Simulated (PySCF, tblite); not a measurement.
# C6H9ClO+ (doublet): geometry, infrared bands and EPR parameters

Wanted: the infrared bands and EPR parameters of C6H9ClO+ (doublet) (`C=C(Cl)OC[C]([CH2+])C`), by calculation.

Computed with tblite 0.8.0 and PySCF 2.14.0, with density-fitted response routines of our own, on a single molecule in the gas phase. Atoms are numbered from 0 throughout.

**1. The molecule as given**

17 atoms, charge 1, multiplicity 2; geometry from: force field or distance geometry start.

Bonds of the start (Å): C0–C1 1.32, C1–Cl2 1.76, C1–O3 1.38, O3–C4 1.41, C4–C5 1.51, C5–C6 1.50, C5–C7 1.52, C0–H8 1.08, C0–H9 1.08, C4–H10 1.12, C4–H11 1.11, C6–H12 1.07, C6–H13 1.09, C7–H14 1.11, C7–H15 1.12, C7–H16 1.13.

**2. Optimising the geometry with GFN2-xTB**

The job: settings as JSON, then the geometry in Å.

```
{"job": {"kind": "relax", "xc": "GFN2-xTB", "basis": "xTB"}, "charge": 1, "multiplicity": 2}
C      3.161200     0.754800     0.172300
C      2.268500    -0.190700     0.418300
Cl     2.826700    -1.859200     0.355100
O      0.946500     0.051300     0.743300
C     -0.128800    -0.747500     0.317000
C     -1.407900    -0.161100     0.873400
C     -2.540000    -1.011100     0.391200
C     -1.495900     1.254000     0.328800
H      2.891500     1.802400     0.203200
H      4.164400     0.442000    -0.065700
H     -0.235000    -0.727100    -0.800100
H     -0.004800    -1.791600     0.659000
H     -2.698800    -1.137000    -0.663700
H     -3.181700    -1.489800     1.129900
H     -0.512800     1.604000    -0.036500
H     -1.829500     1.946200     1.145800
H     -2.230500     1.272600    -0.531500
```

Launch:

```bash
$ OMP_NUM_THREADS=1 python probes_run.py task.json out
```

This one command runs all jobs of the session in turn.

The log of the run:

```text
step      E/eV     max force
  0    -691.11009    4.718
  1    -691.55081    3.161
  2    -691.94365    1.661
  3    -692.10472    1.071
  4    -692.22251    1.199
  5    -692.38267    1.470
  6    -692.61082    1.715
  7    -692.80954    1.571
  8    -693.04846    1.425
  9    -693.26512    1.360
 10    -693.40455    1.277
 11    -693.59173    1.132
 12    -693.72735    0.985
 13    -693.86135    0.922
 14    -693.96808    0.778
 15    -694.06499    0.832
 16    -694.05718    1.894
 17    -694.16196    0.881
 18    -694.21214    0.489
 19    -694.24998    0.348
 20    -694.28926    0.428
 21    -694.30724    0.424
 22    -694.33744    0.292
 23    -694.35332    0.234
 24    -694.36602    0.263
 25    -694.37699    0.263
 26    -694.38593    0.187
 27    -694.39101    0.154
 28    -694.39484    0.183
 29    -694.39967    0.184
 30    -694.40639    0.157
 31    -694.41089    0.135
 32    -694.41372    0.105
 33    -694.41608    0.113
 34    -694.41897    0.120
 35    -694.42204    0.135
 36    -694.42472    0.145
 37    -694.42709    0.144
 38    -694.42985    0.126
 39    -694.43313    0.137
 40    -694.43604    0.120
 41    -694.43798    0.091
 42    -694.43928    0.077
 43    -694.44036    0.077
 44    -694.44123    0.070
 45    -694.44184    0.061
 46    -694.44230    0.052
 47    -694.44272    0.050
 48    -694.44308    0.059
 49    -694.44338    0.057
 50    -694.44370    0.048
 51    -694.44416    0.052
 52    -694.44481    0.057
 53    -694.44553    0.072
 54    -694.44613    0.073
 55    -694.44669    0.068
 56    -694.44753    0.074
 57    -694.44894    0.099
 58    -694.45077    0.118
 59    -694.45250    0.111
 60    -694.45411    0.091
 61    -694.45586    0.111
 62    -694.45834    0.122
 63    -694.45708    0.343
 64    -694.46187    0.100
 65    -694.46294    0.061
 66    -694.46398    0.092
 67    -694.46465    0.079
 68    -694.46621    0.061
 69    -694.46706    0.049
 70    -694.46762    0.045
 71    -694.46797    0.046
 72    -694.46843    0.067
 73    -694.46886    0.090
 74    -694.46947    0.068
 75    -694.47011    0.053
 76    -694.47054    0.066
 77    -694.47160    0.092
 78    -694.47288    0.110
 79    -694.47436    0.130
 80    -694.47513    0.136
 81    -694.47599    0.164
 82    -694.47704    0.091
 83    -694.47779    0.053
 84    -694.47859    0.054
 85    -694.47919    0.060
 86    -694.47977    0.060
 87    -694.48032    0.049
 88    -694.48085    0.046
 89    -694.48131    0.046
 90    -694.48167    0.043
 91    -694.48199    0.041
 92    -694.48229    0.037
 93    -694.48253    0.037
 94    -694.48268    0.028
 95    -694.48278    0.019
 96    -694.48283    0.015
 97    -694.48287    0.014
 98    -694.48290    0.013
 99    -694.48292    0.012
100    -694.48294    0.012
101    -694.48297    0.012
102    -694.48299    0.010
103    -694.48301    0.010
104    -694.48303    0.011
105    -694.48306    0.012
106    -694.48312    0.017
107    -694.48318    0.020
108    -694.48324    0.020
109    -694.48330    0.022
110    -694.48337    0.020
111    -694.48344    0.015
112    -694.48351    0.016
113    -694.48355    0.017
114    -694.48360    0.019
115    -694.48365    0.017
116    -694.48372    0.019
117    -694.48380    0.019
118    -694.48391    0.028
119    -694.48403    0.036
120    -694.48416    0.031
121    -694.48427    0.020
122    -694.48433    0.017
123    -694.48436    0.008
```

It took 3.2 s on 1 thread of Intel Xeon at 2.50GHz, shared host.

Relaxation path: (not every step is listed)

| step | energy from step 0 (eV) | largest force (eV/Å) |
| --- | --- | --- |
| 0 | 0.0000 | 4.7185 |
| 1 | -0.4407 | 3.1615 |
| 2 | -0.8336 | 1.6607 |
| 3 | -0.9946 | 1.0708 |
| 4 | -1.1124 | 1.1988 |
| 5 | -1.2726 | 1.4704 |
| 6 | -1.5007 | 1.7146 |
| 7 | -1.6994 | 1.5705 |
| 8 | -1.9384 | 1.4248 |
| 19 | -3.1399 | 0.3478 |
| 30 | -3.2963 | 0.1572 |
| 41 | -3.3279 | 0.0906 |
| 52 | -3.3347 | 0.0574 |
| 63 | -3.3470 | 0.3430 |
| 74 | -3.3594 | 0.0684 |
| 85 | -3.3691 | 0.0598 |
| 96 | -3.3727 | 0.0152 |
| 107 | -3.3731 | 0.0200 |
| 118 | -3.3738 | 0.0280 |
| 119 | -3.3739 | 0.0365 |
| 120 | -3.3741 | 0.0308 |
| 121 | -3.3742 | 0.0200 |
| 122 | -3.3742 | 0.0169 |
| 123 | -3.3743 | 0.0083 |

Close pairs (by a distance rule), those that changed most:

| bond | before (Å) | after (Å) | change (Å) |
| --- | --- | --- | --- |
| C5–C6 | 1.496 | 1.349 | -0.147 |
| C1–O3 | 1.383 | 1.319 | -0.063 |
| C7–H16 | 1.131 | 1.085 | -0.046 |
| C5–C7 | 1.519 | 1.476 | -0.043 |
| C1–Cl2 | 1.761 | 1.724 | -0.036 |
| C7–H15 | 1.122 | 1.092 | -0.030 |
| C0–C1 | 1.323 | 1.353 | +0.029 |
| C4–H10 | 1.122 | 1.103 | -0.019 |

The next job starts from the end point, and lists it.

**3. Infrared spectrum with GFN2-xTB**

The job: settings as JSON, then the geometry in Å.

```
{"job": {"kind": "ir", "xc": "GFN2-xTB", "basis": "xTB"}, "charge": 1, "multiplicity": 2}
C      3.151276     0.794284     0.336857
C      2.202377    -0.169786     0.344762
Cl     2.628127    -1.839049     0.415284
O      0.924129     0.153795     0.296107
C     -0.084238    -0.824578     0.304103
C     -1.442986    -0.193923     0.240835
C     -2.537378    -0.981860     0.252964
C     -1.500147     1.278731     0.165544
H      2.868094     1.832406     0.289911
H      4.197135     0.550455     0.377221
H      0.048041    -1.513245    -0.547221
H      0.000237    -1.448641     1.209033
H     -3.526450    -0.559680     0.205007
H     -2.472872    -2.055957     0.308639
H     -0.940664     1.631787    -0.703340
H     -0.999722     1.717503     1.031235
H     -2.521958     1.639787     0.112611
```

The log of the run:

```text
mode    cm-1     km/mol
  1      43.5      0.20
  2      62.3      0.15
  3     117.9      0.31
  4     156.3      1.09
  5     173.0     15.76
  6     213.2      0.71
  7     317.4      0.10
  8     396.0      0.42
  9     412.3     15.06
 10     458.2      3.04
 11     495.6      0.05
 12     520.8      1.71
 13     536.3      0.79
 14     584.8      0.16
 15     649.8      3.81
 16     807.5      1.55
 17     849.1     45.47
 18     879.8      6.88
 19     904.7     25.63
 20     918.7      0.98
 21     948.7      0.63
 22     982.3     21.11
 23    1011.0      9.60
 24    1086.9     22.21
 25    1128.6     14.64
 26    1181.5     23.96
 27    1249.0     87.97
 28    1288.2     27.35
 29    1315.0    126.17
 30    1353.9     79.24
 31    1364.9    195.97
 32    1372.5     24.65
 33    1391.8     21.47
 34    1428.5      8.13
 35    1499.2    250.92
 36    1601.5    192.75
 37    2830.6      2.28
 38    2868.7      5.91
 39    2972.6      1.69
 40    3000.7     40.30
 41    3080.7      2.13
 42    3108.3     76.09
 43    3109.0     32.80
 44    3145.6      5.65
 45    3161.5     20.89
```

Wall time 2 s (1 thread of Intel Xeon at 2.50GHz, shared host).

Which atoms move in the most intense modes:

| cm⁻¹ | km/mol | atoms |
| --- | --- | --- |
| 849 | 45.5 | H9 38 %, H8 37 %, C0 24 % |
| 1249 | 88.0 | H11 36 %, H10 36 %, C4 16 % |
| 1315 | 126.2 | H9 42 %, H8 34 %, C1 16 % |
| 1354 | 79.2 | H11 28 %, H10 28 % |
| 1365 | 196.0 | H14 30 %, H15 29 %, C7 11 % |
| 1499 | 250.9 | C1 43 %, C0 37 % |
| 1602 | 192.8 | C5 50 %, C6 34 % |
| 3108 | 76.1 | H13 45 %, H12 23 %, H8 20 % |

**4. g tensor and hyperfine couplings: B3LYP/pcH-1**

The job, as its differences from that of step 3:

```diff
@@ -1,2 +1,2 @@
-{"job": {"kind": "ir", "xc": "GFN2-xTB", "basis": "xTB"}, "charge": 1, "multiplicity": 2}
+{"job": {"kind": "epr", "basis": "pcH-1"}, "charge": 1, "multiplicity": 2}
 C      3.151276     0.794284     0.336857
```

Method: UKS B3LYP, pcH-1 on C Cl H O, non-relativistic, mean-field spin-orbit, GIAO.

The log of the run:

```text
UKS, coarse grid
  cycle   1  E = -769.03235757  |g| = 4.89e-01
  cycle   2  E = -768.68617556  |g| = 9.21e-01
  cycle   3  E = -769.10354917  |g| = 2.44e-01
  cycle   4  E = -769.11211729  |g| = 2.06e-01
  cycle   5  E = -769.14068850  |g| = 4.81e-02
  cycle   6  E = -769.14218551  |g| = 1.50e-02
  cycle   7  E = -769.14231104  |g| = 6.11e-03
  cycle   8  E = -769.14233893  |g| = 2.81e-03
  cycle   9  E = -769.14234821  |g| = 1.66e-03
  cycle  10  E = -769.14234927  |g| = 1.19e-03
  cycle  11  E = -769.14234989  |g| = 5.76e-04
UKS, final grid
  cycle   1  E = -769.14227063  |g| = 1.20e-03
  cycle   2  E = -769.14226288  |g| = 3.58e-03
  cycle   3  E = -769.14227094  |g| = 9.87e-04
  cycle   4  E = -769.14227147  |g| = 8.71e-05
  cycle   5  E = -769.14227149  |g| = 7.32e-05
  cycle   6  E = -769.14227150  |g| = 3.22e-05
  cycle   7  E = -769.14227150  |g| = 1.04e-05
E = -769.14227150 Eh   <S^2> = 0.7595 (exact 0.7500)
g shifts (ppm)      1          2          3
  rmc          -187       -187       -187
  gc             -1         36         41
  oz_so         -10       5663       6950
  total        -198       5511       6804
hyperfine (MHz)  atom isotope    a_iso     a_fc   dipolar eigenvalues
    0   13C      34.18      34.34    -37.72    -37.29     75.01
    1   13C     -25.43     -25.61     -2.62      1.25      1.37
    2  35Cl       3.05       2.56    -12.70    -12.41     25.11
    3   17O     -19.20     -18.86    -58.19     28.47     29.71
    4   13C     -14.81     -14.87     -4.13     -1.69      5.82
    5   13C      -3.07      -3.09     -6.85     -4.45     11.30
    6   13C      14.31      14.35    -18.98    -18.25     37.23
    7   13C      -3.24      -3.25     -1.54     -1.31      2.84
    8    1H     -30.21     -30.21    -16.27     -2.70     18.97
    9    1H     -31.01     -30.99    -17.43     -2.42     19.85
   10    1H     110.17     110.16     -4.47     -0.47      4.94
   11    1H     108.66     108.65     -4.46     -0.42      4.89
   12    1H     -14.75     -14.76     -8.88     -1.69     10.57
   13    1H     -14.20     -14.19     -7.90     -1.94      9.84
   14    1H      32.13      32.12     -2.55      0.53      2.02
   15    1H      32.30      32.30     -2.54      0.51      2.02
   16    1H      -0.89      -0.89     -1.59     -0.27      1.86
```

Run time: 3.9 min. Hardware: 1 thread of Intel Xeon at 2.50GHz, shared host; peak memory 1.1 GiB.

Principal g values 2.00212, 2.00783, 2.00912; g(iso) = 2.00636, against 2.00232 for a free electron.

Mean a(iso) over the nuclei that a row names, and the largest dipolar term of the row (other rows stand at the frozen geometry):

| nuclei | isotope | a(iso) (MHz) | a(iso) (G, at g = 2.0023) | largest dipolar term (MHz) |
| --- | --- | --- | --- | --- |
| H10, H11 | 1H | 109.4 | 39.0 | 4.9 |
| C0 | 13C | 34.2 | 12.2 | 75.0 |
| H9 | 1H | -31.0 | -11.1 | 19.9 |
| H8 | 1H | -30.2 | -10.8 | 19.0 |
| C1 | 13C | -25.4 | -9.1 | -2.6 |
| H14, H15, H16 | 1H | 21.2 | 7.6 | -2.5 |
| O3 | 17O | -19.2 | -6.8 | -58.2 |
| C4 | 13C | -14.8 | -5.3 | 5.8 |
| H12, H13 | 1H | -14.5 | -5.2 | 10.6 |
| C6 | 13C | 14.3 | 5.1 | 37.2 |
| C7 | 13C | -3.2 | -1.2 | 2.8 |
| C5 | 13C | -3.1 | -1.1 | 11.3 |
| Cl2 | 35Cl | 3.0 | 1.1 | 25.1 |

Mulliken spin populations:

C0 0.47; C1 -0.01; Cl2 0.06; O3 0.16; C4 -0.01; C5 0.06; C6 0.23; C7 0.00; H8 -0.02; H9 -0.02; H10 0.04; H11 0.04; H12 -0.01; H13 -0.01; H14 0.01; H15 0.01; H16 0.00

In first order the couplings over 0.8 MHz of 1H, 35Cl give 576 distinct lines over 136.2 G, if the averaged nuclei exchange fast.

The fields below are evaluated on a grid from the run's orbitals.

ELF in a plane through or near 13 of the atoms.

Ten even steps from ' ' (0.00) to '@' (1.00):
```
                                                        
                                                        
                                                        
                                    ..::                
            ..==++..        ..::..::%%@@==              
            ##@@@@@@        ++##++##@@@@@@..            
            %%@@@@@@        **%%==##@@@@##              
        ::--**@@@@++  ==++..::**--==**==                
      --@@@@##::++--..##%%++  ==%%%%..  ::++==          
      **@@@@@@::####==####**..====++----@@@@@@==        
      ++@@@@%%==%%--++######++@@::**##++@@@@@@**        
        ++++..  ====++--====::##++##--..%%@@%%::        
              ::**%%++  ::****++..--**##++--..          
          ..##%%--..##++  **##==  --@@@@%%::            
          ::##@@::--%%%%  ::==..  --@@@@@@--            
          ..++##%%%%%%##          ..%%@@**              
            ::--++****==            ....                
                ........                                
                                                        
                                                        
```
The map spans 13.7 Å across and 9.4 Å up, centred on the molecule. Atoms in the plane (x, y in Å): C0 (-3.2, 0.5), C1 (-2.2, -0.4), Cl2 (-2.4, -2.1), O3 (-0.9, 0.1), C4 (0.2, -0.8), C5 (1.5, -0.1), C6 (2.6, -0.7), C7 (1.4, 1.4), H8 (-3.0, 1.6), H9 (-4.2, 0.2), H12 (3.6, -0.2), H13 (2.7, -1.8), H16 (2.4, 1.9).

log10 of the density (e/Å³) in the same plane.

Values, 10 rows by 14 columns:
```
-4.0 -4.0 -4.0 -4.0 -4.0 -4.0 -4.0 -4.0 -4.0 -4.0 -4.0 -4.0 -4.0 -4.0
-4.0 -4.0 -4.0 -4.0 -3.9 -4.0 -4.0 -3.0 -2.8 -2.8 -3.5 -4.0 -4.0 -4.0
-4.0 -4.0 -3.7 -2.5 -2.1 -3.1 -2.9 -1.7 -1.2 -1.3 -2.2 -3.9 -4.0 -4.0
-4.0 -3.9 -2.4 -0.9 -0.3 -1.8 -1.8 -0.6  0.3  0.1 -1.5 -3.3 -4.0 -4.0
-4.0 -3.1 -1.2  0.0  0.1 -0.7  0.0 -0.9  0.1 -0.7 -1.3 -2.0 -3.7 -4.0
-4.0 -3.0 -1.1 -0.4  0.1  0.2  0.5  0.0  0.3  0.2  0.1 -1.2 -3.3 -4.0
-4.0 -3.9 -2.3 -1.3 -0.1 -0.3 -0.6  0.3 -0.7  0.1 -0.4 -1.8 -3.5 -4.0
-4.0 -4.0 -2.6 -0.9  0.5  0.1 -1.3 -1.0 -1.8 -0.6 -1.1 -2.7 -4.0 -4.0
-4.0 -4.0 -3.3 -1.8 -0.8 -1.0 -2.1 -2.8 -3.1 -2.5 -2.7 -3.9 -4.0 -4.0
-4.0 -4.0 -4.0 -3.3 -2.7 -2.8 -3.6 -4.0 -4.0 -4.0 -4.0 -4.0 -4.0 -4.0
```
The map spans 13.7 Å across and 9.4 Å up, centred on the molecule. Atoms in the plane (x, y in Å): C0 (-3.2, 0.5), C1 (-2.2, -0.4), Cl2 (-2.4, -2.1), O3 (-0.9, 0.1), C4 (0.2, -0.8), C5 (1.5, -0.1), C6 (2.6, -0.7), C7 (1.4, 1.4), H8 (-3.0, 1.6), H9 (-4.2, 0.2), H12 (3.6, -0.2), H13 (2.7, -1.8), H16 (2.4, 1.9).

On the surface of density 0.002 e/bohr³ the electrostatic potential runs, from the 1st to the 99th percentile, from 3.58 to 5.37 V.

The spin density lies nearest to C0 31 %; C6 16 %; O3 14 %.

**5. Outcome**

```
                                 quantity                      value
strongest single infrared mode (GFN2-xTB)      1499 cm⁻¹, 251 km/mol
             zero-point energy (GFN2-xTB)              81.5 kcal/mol
                           g(iso) (B3LYP)                    2.00636
                                     ⟨S²⟩         0.760 (exact 0.75)
       largest a(iso) (averaged by class)  1H on H10, H11, 109.4 MHz
```

**Reading.** Relaxing lowered the energy by 3.374 eV in 123 steps; the close pair that moved most is C5–C6, from 1.496 to 1.349 Å. No mode is imaginary among the 45: a minimum at this level. The strongest single mode, at 1499 cm⁻¹, moves mainly C1 and C0. GFN2-xTB is a fitted tight-binding method: band positions and strengths are rough. Its intensities can rank the bands wrongly. C0 carries the largest spin population, 0.47 e. The isotropic g lies 4.0 ppt above the free-electron value.
